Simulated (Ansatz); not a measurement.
# C2H4AlB: single points off equilibrium

Aim: energy, forces and dipole at a frame of a short trajectory, from CCSD(T) and from density functionals.

The runs use Ansatz 0.2.0, Gaussian basis; single points in def2-TZVPP.

Correlated methods freeze the cores.

1 further run of the same task is left out (it didn't finish).

## (1) The system as given

SMILES `[AlH2][B]1C=C1`, 8 atoms, charge 0, spin multiplicity 1.

Atoms are counted from 1 here; the program's logs count them from 0.

Bond lengths: Al1–B2 2.020 Å, Al1–H5 1.598 Å, Al1–H6 1.589 Å, B2–C3 1.505 Å, B2–C4 1.512 Å, C3–C4 1.340 Å, C3–H7 1.080 Å, C4–H8 1.093 Å. Angles: B2–Al1–H5 123.1°, B2–Al1–H6 128.1°, H5–Al1–H6 108.0°, Al1–B2–C3 151.1°, Al1–B2–C4 155.8°, C3–B2–C4 52.7°, B2–C3–C4 63.9°, B2–C3–H7 162.2°, C4–C3–H7 133.2°, B2–C4–C3 63.3°, B2–C4–H8 157.3°, C3–C4–H8 139.1°.

Geometry (Å):

```tsv
atom	x (Å)	y (Å)	z (Å)
Al1	-1.08889	1.41313	-0.61661
B2	0.03647	-0.12111	0.06054
C3	1.24598	-0.64978	0.78278
C4	0.47635	-1.56343	0.17670
H5	-2.51607	1.21171	-1.30639
H6	-0.88157	2.96849	-0.36358
H7	2.10685	-0.72060	1.43109
H8	0.40676	-2.65003	0.07738
```

## (2) PBE-D4/def2-TZVPP

Contents of run/in.yaml:

```yaml
crystal:
  periodic: [false, false, false]
  atoms:
    - {symbol: Al, position_ang: [-1.088888, 1.413127, -0.616607]}
    - {symbol: B, position_ang: [0.036466, -0.121105, 0.060538]}
    - {symbol: C, position_ang: [1.245976, -0.649782, 0.782782]}
    - {symbol: C, position_ang: [0.476352, -1.563433, 0.176704]}
    - {symbol: H, position_ang: [-2.516067, 1.211706, -1.306395]}
    - {symbol: H, position_ang: [-0.881565, 2.968492, -0.363584]}
    - {symbol: H, position_ang: [2.106846, -0.720601, 1.431089]}
    - {symbol: H, position_ang: [0.406757, -2.650032, 0.077376]}
basis:
  gaussian: {orbitals: def2-TZVPP}
hamiltonian: {xc: pbe, dispersion: d4}
output: {forces: true}
```

On the command line:

```
$ ansatz run in.yaml --threads 2 --pin off --events-out ev --progress --plain --max-ram 3481MiB
```

## (3) r2SCAN-D4/def2-TZVPP

Changes to run/in.yaml since step 2:

```diff
@@ -13,3 +13,3 @@
   gaussian: {orbitals: def2-TZVPP}
-hamiltonian: {xc: pbe, dispersion: d4}
+hamiltonian: {xc: r2scan, dispersion: d4}
 output: {forces: true}
```

## (4) PBE0-D4/def2-TZVPP

Changes to run/in.yaml since step 3:

```diff
@@ -13,3 +13,3 @@
   gaussian: {orbitals: def2-TZVPP}
-hamiltonian: {xc: r2scan, dispersion: d4}
-output: {forces: true}
+hamiltonian: {xc: pbe0, dispersion: d4}
+output: {forces: true, orbitals: {seedname: orbitals}}
```

## (5) wB97M-V/def2-TZVPP

Changes to run/in.yaml since step 4:

```diff
@@ -13,3 +13,3 @@
   gaussian: {orbitals: def2-TZVPP}
-hamiltonian: {xc: pbe0, dispersion: d4}
-output: {forces: true, orbitals: {seedname: orbitals}}
+hamiltonian: {xc: {name: wB97M-V}}
+output: {forces: true}
```

## (6) CCSD(T)/def2-TZVPP

Changes to run/in.yaml since step 5:

```diff
@@ -13,3 +13,3 @@
   gaussian: {orbitals: def2-TZVPP}
-hamiltonian: {xc: {name: wB97M-V}}
+correlation: {method: ccsd_t}
 output: {forces: true}
```

(Steps that only read results are left out.)

What does the calculation give? Wanted: energy less free atoms, CCSD(T)/def2-TZVPP; RMS force component; RMS force error; HOMO and LUMO, PBE0-D4; T1 diagnostic.

As calculated:

```
                                  quantity                                                             value
energy less free atoms, CCSD(T)/def2-TZVPP                                                    -2811.2 kJ/mol
                       RMS force component                              0.559 to 0.661 eV/Å over the methods
                           RMS force error  PBE-D4 0.172, r2SCAN-D4 0.216, PBE0-D4 0.268, wB97M-V 0.240 eV/Å
                    HOMO and LUMO, PBE0-D4                                                -7.65 and -2.23 eV
                             T1 diagnostic                                                             0.011
```

**Reading.** Against CCSD(T) the functionals' energies less atoms differ by -150.9 to -101.2 kJ/mol, PBE-D4 by -150.9 kJ/mol. The reference is not at the basis limit: in triple zeta CCSD(T) underbinds, which counts against methods that bind more; the gaps are no ranking. On forces the order runs from PBE-D4 to PBE0-D4. Frozen-core CCSD(T) forces in triple zeta carry basis errors of their own, and this is one geometry, so small gaps rank nothing.
